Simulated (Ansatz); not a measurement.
# W (Tungsten): the cost of one run

Program: Ansatz 0.2.0. Level of theory: DFT PBEsol, scalar-relativistic, plane waves, PAW. These are calculated values, not measurements.

1 further run of the same task is left out (set aside as unsound or not needed).

## Step 1: Starting point

It takes space group Im-3m (No. 229, cubic). The conventional cell has a = 3.154 Å, b = 3.154 Å, c = 3.154 Å, α = 90.00°, β = 90.00°, γ = 90.00°. W (site symmetry m-3m) has 8 W at 2.73 Å as nearest neighbours.

As a file:

```
W
1.0
    -1.57717    1.57717    1.57717
     1.57717   -1.57717    1.57717
     1.57717    1.57717   -1.57717
W
1
Direct
  0.00000 0.00000 0.00000
```

It is the result of an earlier relaxation at this level (volume 15.69 Å³/atom; gap on the mesh: none (metal)).

## Step 2: The bulk in the cell of the plane

File input.yaml:

```yaml
crystal:
  lattice:
    - [3.1543475082, 0.0, 0.0]
    - [-1.5771737541, 4.9874613288, 0.0]
    - [1.5771737541, -1.9949845315, 0.9974922658]
  atoms:
    - { symbol: W, position: [0.0, 0.0, 0.0] }
basis:
  ecutwfc: 420
kpoints:
  mp_grid: { grid: [11, 7, 34] }
hamiltonian:
  xc: pbesol
scf:
  occupations: { method: gaussian, width: 0.1 }
output:
  forces: true
  stress: true
  eigenvalues: true
```

Run with:

```console
$ ansatz run input.yaml --threads 2 --pin off --max-ram 5120MiB --backend cpu --events-out ev --progress --plain --runs-dir out
```

What time and memory should one allow on 2 threads of AMD EPYC (Zen 3), shared host?

About 19 s, with a peak of 0.52 GiB.
